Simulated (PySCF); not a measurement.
# [Dy(H2O)]3+: other functionals and bases at one geometry

An exercise on one series of results from a longer session: the logs are not shown, and one member is left open.

Program: PySCF 2.14.0. Level of theory: several levels, as the steps say, no spin–orbit coupling. These are calculated values, not measurements.

1 further run of the same task is left out (for a known fault of the program).

## The system as given

4 atoms, charge 3, spin multiplicity 1.

Bond lengths: Dy1–O2 2.171 Å, O2–H3 1.003 Å, O2–H4 1.003 Å. Angles: Dy1–O2–H3 128.9°, Dy1–O2–H4 128.9°, H3–O2–H4 102.1°.

As a file:

```xyz
4
DyH2O
Dy    0.00000    0.00000   -0.06147
O     0.00000    0.00000    2.10934
H     0.78025    0.00000    2.73968
H    -0.78025    0.00000    2.73968
```

Formal oxidation states: Dy +3. Each metal's 9 4f electrons lie in its core potential, so multiplicities, spins and levels count the valence alone. An earlier session relaxed this geometry at PBE0, Dy lcecp-1-SVP with ECP55, O def2-SVP, H def2-SVP (singlet, point group C2v).

At PBE0 on the finer grid: E = -112.008151 Eh, HOMO -28.27 eV, LUMO -20.71 eV, Mulliken charge on Dy1 +2.55 e, largest force component 0.005 eV/Å. 

Levels to run: PBE; revPBE; PBE0, TZVP. Hardware: 2 threads of Arm Neoverse V2, shared host.

The first run:

The input, run.py (the lines that set the calculation):

```python
mol = gto.M(atom='''
Dy     0.00000     0.00000    -0.06147
O      0.00000     0.00000     2.10934
H      0.78025     0.00000     2.73968
H     -0.78025     0.00000     2.73968''',
    basis={'Dy': 'lcecp-1-SVP', 'O': 'def2-SVP', 'H': 'def2-SVP'},
    ecp={'Dy': 'lcecp-1-SVP'},
    charge=3, spin=0)
mf = dft.RKS(mol, xc='PBE')
mf.grids.atom_grid = (75, 302)  # f atoms: unpruned, at least (60, 302)
mf = mf.density_fit()  # fitting sets: Dy AutoAux, O def2-universal-JKFIT, H def2-universal-JKFIT
mf.conv_tol = 1e-08; mf.max_cycle = 55
mf.kernel(dm0)  # dm0: the density of the relaxed state
```

Command:

```sh
$ OMP_NUM_THREADS=2 python run.py
```

Steps of the session up to this table: PBE; revPBE; PBE0, TZVP.

One of the session's tables, all rows but one given; the rest of the session is left out.

| level | HOMO (eV) | gap (eV) | charge on Dy1 (e) | dipole (D) | largest force component (eV/Å) |
| --- | --- | --- | --- | --- | --- |
| PBE0 (relaxed here) | -28.27 | 7.56 | 2.55 | 3.31 | 0.01 |
| PBE | -26.66 | 4.85 | 2.49 | 3.68 | 0.49 |
| revPBE | -26.59 | 4.83 | 2.49 | 3.64 | 0.38 |
| PBE0, TZVP | ? | ? | ? | ? | ? |

**Question.** Estimate the row for PBE0, TZVP.

The run gave: HOMO (eV): -28.25; gap (eV): 7.56; charge on Dy1 (e): 2.63; dipole (D): 3.37; largest force component (eV/Å): 0.30. In the column «HOMO (eV)» it lies between PBE0 (relaxed here) (-28.27) and PBE (-26.66).

The dipole of a charged species depends on the origin, so these sizes hold for this origin alone.

In one basis the HOMO–LUMO gap runs from 4.83 eV (revPBE) to 7.56 eV (PBE0). The largest leftover force, 0.49 eV/Å with PBE, stands at a geometry relaxed at another level. With 4f in the core, its levels are missing from HOMO and gap, and its count is fixed, so no charge can pass from the ligands into it. Total energies of different levels can't be compared.
